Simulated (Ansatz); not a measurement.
# HfN: the cost of one run

Computed with Ansatz 0.2.0, driven from Python. Level of theory: DFT r2SCAN, plane waves, norm-conserving potentials.

## 1. The system

HfN P6_3/mmc: The structure is hexagonal, space group P6_3/mmc (No. 194). Conventional cell: a = 3.134 Å, b = 3.134 Å, c = 5.417 Å, α = 90.00°, β = 90.00°, γ = 120.00°. Hf (site symmetry -6m2) has 6 N at 2.26 Å as nearest neighbours. N (site symmetry -3m) is surrounded by 6 Hf at 2.26 Å.

HfN F-43m: It takes space group F-43m (No. 216, cubic). Conventional cell: a = 4.910 Å, b = 4.910 Å, c = 4.910 Å, α = 90.00°, β = 90.00°, γ = 90.00°. Hf (site symmetry -43m) has 4 N at 2.13 Å as nearest neighbours. N (site symmetry -43m) has 4 Hf at 2.13 Å as nearest neighbours.

hfn_p6_3_mmc.vasp, read by the script:

```text
HfN
1.0
   3.13390802    0.00000000    0.00000000
  -1.56695401    2.71404396    0.00000000
   0.00000000    0.00000000    5.41676772
Hf N
2 2
Direct
   0.66666667    0.33333333    0.75000000
   0.33333333    0.66666667    0.25000000
   0.00000000    0.00000000    0.00000000
   0.00000000    0.00000000    0.50000000
```

The script reads hfn_f_43m.cif:

```cif
data_HfN
_cell_length_a 3.471643
_cell_length_b 3.471643
_cell_length_c 3.471643
_cell_angle_alpha 60.00000
_cell_angle_beta 60.00000
_cell_angle_gamma 60.00000
_symmetry_space_group_name_H-M 'P 1'
_symmetry_Int_Tables_number 1
loop_
_symmetry_equiv_pos_as_xyz
'x, y, z'
loop_
_atom_site_label
_atom_site_type_symbol
_atom_site_fract_x
_atom_site_fract_y
_atom_site_fract_z
Hf1 Hf    0.000000    0.000000    0.000000
N2 N    0.750000    0.750000    0.750000
```

## 2. Script

Input file transition.py:

```python
"""Enthalpies of two structures of HfN under pressure."""

import warnings

import ansatz as az
from ase.io import read
import numpy as np


def solve(name, crystal, pressure=0.0):
    calc = crystal.calculation()
    calc = calc.functional(az.Functional.R2SCAN)
    calc = calc.scf(extra_bands=2, algorithm="density_mixing")
    calc = calc.pseudopotentials("nc")
    calc = calc.kpoints(spacing=0.39)
    calc = calc.occupations("cold", width=0.05)
    calc = calc.relax(force_tolerance=0.02, cell=True, pressure=pressure)
    return calc.run()


def volume_per_atom(outcome):
    return abs(np.linalg.det(outcome.lattice.cell_ang)) / len(outcome.lattice.sites)

warnings.simplefilter("ignore", az.DeckWarning)

phases = {}
atoms = read("hfn_p6_3_mmc.vasp", format="vasp")
p6_3_mmc = az.Crystal.from_ase(atoms)
phases["P6_3/mmc"] = p6_3_mmc
atoms = read("hfn_f_43m.cif")
f_43m = az.Crystal.from_ase(atoms)
phases["F-43m"] = f_43m

# enthalpy per atom at each pressure
pressures = [0, 20, 40, 60]
enthalpy, volume = {name: [] for name in phases}, {name: [] for name in phases}
for p in pressures:
    for name, crystal in phases.items():
        o = solve(name, crystal, pressure=p)
        volume[name].append(volume_per_atom(o))
        enthalpy[name].append(o.report["energy_sigma0_ev"] / len(o.lattice.sites) + p * volume[name][-1] / 160.21766)
gap = np.array(enthalpy["F-43m"]) - np.array(enthalpy["P6_3/mmc"])
rows = [(p, va, vb, 1000 * d) for p, va, vb, d in zip(pressures, volume["P6_3/mmc"], volume["F-43m"], gap)]
print("| P (GPa) | V P6_3/mmc (A^3/atom) | V F-43m (A^3/atom) | H(F-43m) - H(P6_3/mmc) (meV/atom) |")
print("| --- | --- | --- | --- |")
for row in rows:
    print(f"| {row[0]:d} | {row[1]:.3f} | {row[2]:.3f} | {row[3]:+.1f} |")
crossings = [p0 - g0 * (p1 - p0) / (g1 - g0) for p0, p1, g0, g1 in zip(pressures, pressures[1:], gap, gap[1:]) if g0 * g1 < 0]
print("crossing near", [round(float(p), 1) for p in crossings], "GPa") if crossings else print("no crossing in this range")
```

## 3. The input behind the calls

The engine receives this input (first run):

```yaml
crystal:
  lattice:
    - [3.13390802, 0.0, 0.0]
    - [-1.56695401, 2.71404396, 0.0]
    - [0.0, 0.0, 5.41676772]
  atoms:
    - { symbol: Hf, position: [0.6666666699999999, 0.33333333, 0.75] }
    - { symbol: Hf, position: [0.33333333, 0.66666667, 0.25] }
    - { symbol: "N", position: [0.0, 0.0, 0.0] }
    - { symbol: "N", position: [0.0, 0.0, 0.5] }
kpoints:
  mp_grid:
    kspacing: 0.39
hamiltonian:
  xc: r2scan
  pseudopotentials:
    kind: nc
scf:
  algorithm: density_mixing
  n_extra_bands: 2
  occupations:
    method: cold
    width: 0.05
relax:
  f_tol: 0.02
  cell:
    p_target: 0.0
```

## 4. The run

On the command line:

```console
python transition.py
```

What time and memory should one allow on 1 thread of Arm Neoverse V2, shared host?

About 7.4 min, with a peak of 0.96 GiB.
